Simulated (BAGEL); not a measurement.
# CHBClN (SMILES N#CBCl) at HF/6-31G(d) (density fitting with qzvpp-jkfit, spherical functions)

What is the vertical ionisation energy of CHBClN at HF/6-31G* (density fitting with qzvpp-jkfit, spherical functions)? 

Program for the calculation: BAGEL 1.2.2.

5 further runs of the same task are left out: 4 that didn't finish, 1 set aside as unsound or not needed. Runs told in other sessions of the task aren't counted.

## Step 1: Starting point

CHBClN has 5 atoms, charge 0, and is taken as a singlet. As SMILES, `N#CBCl`. The coordinates come from a PBE0-D4/def2-TZVP relaxation.

Bond lengths: N1–C2 1.152 Å, C2–B3 1.528 Å, B3–Cl4 1.723 Å, B3–H5 1.187 Å. Angles: N1–C2–B3 178.6°, C2–B3–Cl4 119.2°, C2–B3–H5 120.7°, Cl4–B3–H5 120.1°.

## Step 2: A single-point energy at HF/6-31G(d) (density fitting with qzvpp-jkfit, spherical functions)

Contents of hf.json:

```json
{ "bagel" : [

{
  "title" : "molecule",
  "basis" : "6-31gs.json",
  "df_basis" : "qzvpp-jkfit",
  "angstrom" : true,
  "geometry" : [
    { "atom" : "N", "xyz" : [       1.053200,      -1.411100,       1.218200 ] },
    { "atom" : "C", "xyz" : [       0.513400,      -0.630900,       0.564200 ] },
    { "atom" : "B", "xyz" : [      -0.176600,       0.429700,      -0.293300 ] },
    { "atom" : "Cl", "xyz" : [      -1.594500,       0.005200,      -1.176200 ] },
    { "atom" : "H", "xyz" : [       0.254400,       1.533500,      -0.354200 ] }
  ]
},

{
  "title" : "hf"
},

{
  "title" : "print",
  "file" : "orbitals.molden",
  "orbitals" : true
}

]}
```

The basis set 6-31G* is read from a file made from the Basis Set Exchange's data (not shown).

Command:

```bash
$ BAGEL_NUM_THREADS=1 BAGEL hf.json > hf.out
```

The program printed:

```text
* using 1 threads per process

  ===============================================================
  ===============================================================

  *** Geometry ***

  { "atom" : "N", "xyz" : [      1.990260,     -2.666593,      2.302064 ] },
  { "atom" : "C", "xyz" : [      0.970185,     -1.192228,      1.066183 ] },
  { "atom" : "B", "xyz" : [     -0.333726,      0.812015,     -0.554257 ] },
  { "atom" : "Cl", "xyz" : [     -3.013168,      0.009827,     -2.222696 ] },
  { "atom" : "H", "xyz" : [      0.480746,      2.897895,     -0.669341 ] },

  Number of auxiliary basis functions:      373

  Since a DF basis is specified, we compute 2- and 3-index integrals:
    o Being stored without compression. Storage requirement is 0.011 GB

  Number of basis functions:       62
  Number of electrons      :       36

    * METHOD: MOLECULE                             0.12

  *** RHF ***

  === Nuclear Repulsion ===
   106.5108968829

      * DIIS with orbital gradients will be used.

  === RHF iteration (6-31gs.json) ===
      0       -576.93856664          0.02319130           0.02
      1       -576.99263956          0.02163565           0.02
      2       -577.09381068          0.00218493           0.02
      3       -577.09592511          0.00055719           0.02
      4       -577.09605865          0.00017026           0.02
      5       -577.09608304          0.00008490           0.02
      6       -577.09609050          0.00004203           0.02
      7       -577.09609255          0.00002062           0.02
      8       -577.09609312          0.00000483           0.02
      9       -577.09609314          0.00000122           0.02
     10       -577.09609314          0.00000054           0.02
     11       -577.09609314          0.00000021           0.02
     12       -577.09609314          0.00000010           0.02
     13       -577.09609314          0.00000003           0.02
     14       -577.09609314          0.00000002           0.02
     15       -577.09609314          0.00000001           0.02
    * SCF iteration converged.

    * Permanent dipole moment:
           (    0.272081,    -0.829278,     0.476812) a.u.

    * METHOD: HF                                   0.49

    * METHOD: PRINT                                0.01

  ===============================================================
```

It took 0.74 s on 1 thread of Arm Neoverse V1, shared host.

## Step 3: The doublet cation

Contents of calc.json:

```json
{ "bagel": [

{
  "title": "molecule",
  "basis": "6-31gs.json",
  "df_basis": "qzvpp-jkfit",
  "angstrom": true,
  "geometry": [
    { "atom": "N", "xyz": [       1.053200,      -1.411100,       1.218200 ] },
    { "atom": "C", "xyz": [       0.513400,      -0.630900,       0.564200 ] },
    { "atom": "B", "xyz": [      -0.176600,       0.429700,      -0.293300 ] },
    { "atom": "Cl", "xyz": [      -1.594500,       0.005200,      -1.176200 ] },
    { "atom": "H", "xyz": [       0.254400,       1.533500,      -0.354200 ] }
  ]
},

{ "title": "rohf", "charge": 1, "nopen": 1 },

{ "title": "print", "file": "orbitals.molden", "orbitals": true }

]}
```

The basis set 6-31G* is read from a file made from the Basis Set Exchange's data (not shown).

Command:

```bash
$ BAGEL_NUM_THREADS=1 BAGEL calc.json > calc.out
```

The program printed:

```text
* using 1 threads per process

  ===============================================================
  ===============================================================

  *** Geometry ***

  { "atom" : "N", "xyz" : [      1.990260,     -2.666593,      2.302064 ] },
  { "atom" : "C", "xyz" : [      0.970185,     -1.192228,      1.066183 ] },
  { "atom" : "B", "xyz" : [     -0.333726,      0.812015,     -0.554257 ] },
  { "atom" : "Cl", "xyz" : [     -3.013168,      0.009827,     -2.222696 ] },
  { "atom" : "H", "xyz" : [      0.480746,      2.897895,     -0.669341 ] },

  Number of auxiliary basis functions:      373

  Since a DF basis is specified, we compute 2- and 3-index integrals:
    o Being stored without compression. Storage requirement is 0.011 GB

  Number of basis functions:       62
  Number of electrons      :       36

    * METHOD: MOLECULE                             0.12

  *** Open-shell HF ***

  === Nuclear Repulsion ===
   106.5108968829

      * DIIS with orbital gradients will be used.

  === ROHF iteration (6-31gs.json) ===
      0       -576.42448072          0.05255729           0.05
      1       -576.35960494          0.06719058           0.05
      2       -576.28752888          0.07674999           0.05
      3       -576.63468909          0.00654153           0.05
      4       -576.64885353          0.00482158           0.05
      5       -576.66043102          0.00252163           0.05
      6       -576.66529423          0.00141911           0.05
      7       -576.66598385          0.00119311           0.05
      8       -576.66637024          0.00033465           0.05
      9       -576.66651301          0.00019639           0.05
     10       -576.66654302          0.00013799           0.05
     11       -576.66656281          0.00006714           0.05
     12       -576.66657110          0.00003134           0.05
     13       -576.66657251          0.00001491           0.05
     14       -576.66657330          0.00000564           0.05
     15       -576.66657336          0.00000283           0.05
     16       -576.66657339          0.00000151           0.05
     17       -576.66657342          0.00000072           0.05
     18       -576.66657343          0.00000036           0.05
     19       -576.66657344          0.00000022           0.05
     20       -576.66657344          0.00000012           0.05
     21       -576.66657344          0.00000007           0.05
     22       -576.66657344          0.00000004           0.05
     23       -576.66657344          0.00000003           0.05
     24       -576.66657344          0.00000001           0.05
     25       -576.66657344          0.00000000           0.05
    * SCF iteration converged.

    * S^2 (ROHF) is 0.7500

    * Permanent dipole moment:
           (    1.273976,    -1.282950,     1.355126) a.u.

    * METHOD: ROHF                                 1.39

    * METHOD: PRINT                                0.01

  ===============================================================
```

Wall time 1.6 s (1 thread of Arm Neoverse V1, shared host).

## Step 4: Results

Level: HF/6-31G* (density fitting with qzvpp-jkfit, spherical functions).

```
                                          quantity          value
                      singlet CHBClN: total energy  -577.09609 Eh
                     singlet CHBClN: dipole moment         2.53 D
                       singlet CHBClN: HOMO energy      -13.06 eV
                       singlet CHBClN: LUMO energy        0.74 eV
                     singlet CHBClN: HOMO–LUMO gap       13.80 eV
                      doublet cation: total energy  -576.66657 Eh
                              doublet cation: ⟨S²⟩          0.750
vertical ionisation energy (to the doublet cation)      11.688 eV
```

What this shows: The vertical ionisation energy comes to 11.69 eV (1128 kJ/mol). The negative HOMO energy of the first species, 13.06 eV, lies 1.38 eV above that difference.
